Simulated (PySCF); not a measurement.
**The bond of BeH−, level by level**

An exercise on one series of results from a longer session: the logs are not shown, and one member is left open.

Method: Be aug-cc-pVDZ-DK, H aug-cc-pVDZ-DK, spin-free X2C with a Gaussian nucleus; program: PySCF 2.14.0.

4 further runs of the same task are left out: 4 set aside as unsound or not needed.

The first run:

The job is set up so:

- atoms: Be, H
- charge: -1
- basis: Be aug-cc-pVDZ-DK, H aug-cc-pVDZ-DK
- Hamiltonian: spin-free X2C with a Gaussian nucleus
- basis functions: 32
- electrons treated: 6
- masses in u: 9.0122, 1.0078
- levels: PBE0, PBE, r²SCAN, PW91, BP86, MN15, CAM-B3LYP, MP2, SCS-MP2, CCSD, CCSD(T)
- grid: 80 radial by 434 angular points
- occupations: held fixed by the projection of orbital angular momentum
- dissociation limit: Be + H−, each in its ground configuration
- starting distance in angstrom: 1.380
- values of 2S to try: 0, 2

Launch:

```console
OMP_NUM_THREADS=1 python dia.py task.json out
```

Steps of the session up to this table: Set-up; The PBE0 curve of the state that the search chose; PBE; r²SCAN (meta-GGA); PW91; BP86; MN15; CAM-B3LYP; Correlated methods on the Hartree–Fock reference.

One of the session's tables, all rows but one given; the rest of the session is left out.

It belongs to the step «The curves together». Energy (eV) from each level's lowest point:

```
R (Å)  RHF-MP2  RHF-SCS-MP2  RHF-CCSD  RHF-CCSD(T)    PBE
1.235    0.228        0.226       n/a          n/a  0.257
1.292    0.100        0.099     0.107        0.109  0.122
1.350    0.029        0.028     0.033        0.034  0.042
1.393    0.004        0.004     0.007        0.007  0.011
1.436    0.000        0.000     0.000        0.000  0.000
1.479    0.012        0.012     0.009        0.009  0.005
1.536    0.049        0.049     0.041        0.040  0.031
1.608        ?            ?         ?            ?      ?
1.694    0.224        0.224     0.200        0.196  0.177
1.809    0.385        0.384       n/a          n/a  0.317
```

Estimate the missing values for R (Å) = 1.608.

Worked estimate for «RHF-MP2». A straight line through the neighbours (1.536, 0.049) and (1.694, 0.224) gives 0.049 + (0.224 − 0.049) × (1.608 − 1.536) / (1.694 − 1.536) = 0.129; a parabola fitted to 4 rows on both sides gives 0.121.

The run gave: RHF-MP2: 0.118; RHF-SCS-MP2: 0.118; RHF-CCSD: 0.104; RHF-CCSD(T): 0.101; PBE: 0.087. In «RHF-MP2» the line misses by +0.011 and the parabola by +0.003.
